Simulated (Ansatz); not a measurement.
# C: the cost of one run

Method: DFT LDA, scalar-relativistic, plane waves, PAW, in Ansatz 0.2.0.

3 further runs of the same task are left out: 3 set aside as unsound or not needed.

## (1) The structure to begin with

Symmetry: Fd-3m, No. 227, cubic system. The conventional cell has a = 3.532 Å, b = 3.532 Å, c = 3.532 Å, α = 90.00°, β = 90.00°, γ = 90.00°. C (site symmetry -43m) has 4 C at 1.53 Å as nearest neighbours.

Structure file:

```xyz
2
Lattice="0.0000 1.7659 1.7659 1.7659 0.0000 1.7659 1.7659 1.7659 0.0000" Properties=species:S:1:pos:R:3 pbc="T T T"
C     1.7659    1.7659    1.7659
C     2.6488    2.6488    2.6488
```

This cell was relaxed beforehand with the same method: volume 5.51 Å³/atom, gap on the mesh 4.20 eV.

## (2) Phonons at Γ, at rest

input.yaml reads:

```yaml
crystal:
  lattice:
    - [0.0, 1.7658687228, 1.7658687228]
    - [1.7658687228, 0.0, 1.7658687228]
    - [1.7658687228, 1.7658687228, 0.0]
  atoms:
    - { symbol: C, position: [0.5, 0.5, 0.5] }
    - { symbol: C, position: [0.75, 0.75, 0.75] }
basis:
  ecutwfc: 420
kpoints:
  mp_grid: { grid: [12, 12, 12] }
hamiltonian:
  xc: lda
scf:
  occupations: { method: fixed }
output:
  eigenvalues: true
phonons:
  method: dfpt
  dielectric: true
  rigid_motions: translations
  eigenvectors: true
```

On the command line:

```
ansatz run input.yaml --threads 1 --pin off --max-ram 3072MiB --backend cpu --events-out ev --progress --plain --runs-dir out
```

Q: Estimate wall time and peak memory on 1 thread of Intel Xeon Platinum 8259CL at 2.50GHz (Skylake/Cascade Lake), shared host.

About 26 s, with a peak of 0.48 GiB.
